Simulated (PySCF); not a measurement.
**TiHF: relaxation and vibrations of the singlet**

The task is one start of a wider search on TiHF: the singlet, from a bent start. It is relaxed, tested by its Hessian and followed downhill if it is a saddle.

Method: PBE0, basis Ti def2-TZVP, H def2-TZVP, F def2-TZVP, no relativity, density fitting; program: PySCF 2.14.0.

## (1) Starting geometry

3 atoms, charge 0, spin multiplicity 1.

Bond lengths: Ti1–H2 1.680 Å, Ti1–F3 2.000 Å. Angles: H2–Ti1–F3 110.0°.

```xyz
3
charge 0 multiplicity 1
Ti    0.0000    0.0000    0.0000
H    -1.3762    0.0000    0.9636
F     1.6383    0.0000    1.1472
```

## (2) The SCF at the typed geometry

One driver script runs all steps and calls PySCF; scf.py shows how it sets up the SCF of each step. The optimiser is the driver's own. After this first run the driver tries any further starts and a stability analysis.

scf.py reads:

```python
from pyscf import gto, scf, dft
mol = gto.M(atom='''
Ti     0.000000     0.000000     0.000000
H     -1.376200     0.000000     0.963600
F      1.638300     0.000000     1.147200''',
    basis={'Ti': 'def2-TZVP', 'H': 'def2-TZVP', 'F': 'def2-TZVP'},
    charge=0, spin=0)
mf = dft.RKS(mol, xc='PBE0')
mf.grids.atom_grid = (50, 194)
aux = {'Ti': 'def2-universal-JKFIT', 'H': 'def2-universal-JKFIT', 'F': 'def2-universal-JKFIT'}
mf = mf.density_fit(auxbasis=aux)
mf.conv_tol = 1e-08
mf.diis_space = 10
mf.max_cycle = 60
mf.init_guess = 'minao'
mf.verbose = 4
mf.kernel()
```

The run is started by

```bash
$ OMP_NUM_THREADS=2 python axn.py task.json out
```

The runs that follow: Relaxation: bent start, singlet; Is it a minimum? Harmonic modes; A spin-polarised start; Vibrations and properties at this point.

Q: Predict the outcome of this session. Wanted: minimum; geometry; wavenumbers; dipole moment; highest occupied, lowest empty level; polar-tensor charge of Ti1; zero-point energy; atomisation energy; ⟨S²⟩.

As calculated:

| quantity | value |
| --- | --- |
| minimum | broken-symmetry (Ms = 0), Cs |
| geometry | Ti–F 1.781 Å, Ti–H 1.749 Å; F–Ti–H 122.2° |
| wavenumbers (cm⁻¹) | 378, 707, 1623 |
| dipole moment | 3.32 D |
| highest occupied, lowest empty level (either spin) | -5.66, -1.89 eV |
| polar-tensor charge of Ti1 | +1.17 e |
| zero-point energy | 16.2 kJ/mol |
| entropy at 298.15 K | 250.6 J/(mol K) |
| atomisation energy (no zero-point energy) | 815 kJ/mol |
| ⟨S²⟩ | 1.002 |

In words: The molecule stays Cs, as typed, and the end point is a minimum. The determinant is spin-contaminated (⟨S²⟩ = 1.00 against 0.00), so it is no pure spin state. The strongest infrared band lies at 1623 cm⁻¹ (stretch). Only this shape and spin were tried, so other structures or states may lie lower. The SCF density has lower symmetry than the nuclear frame.
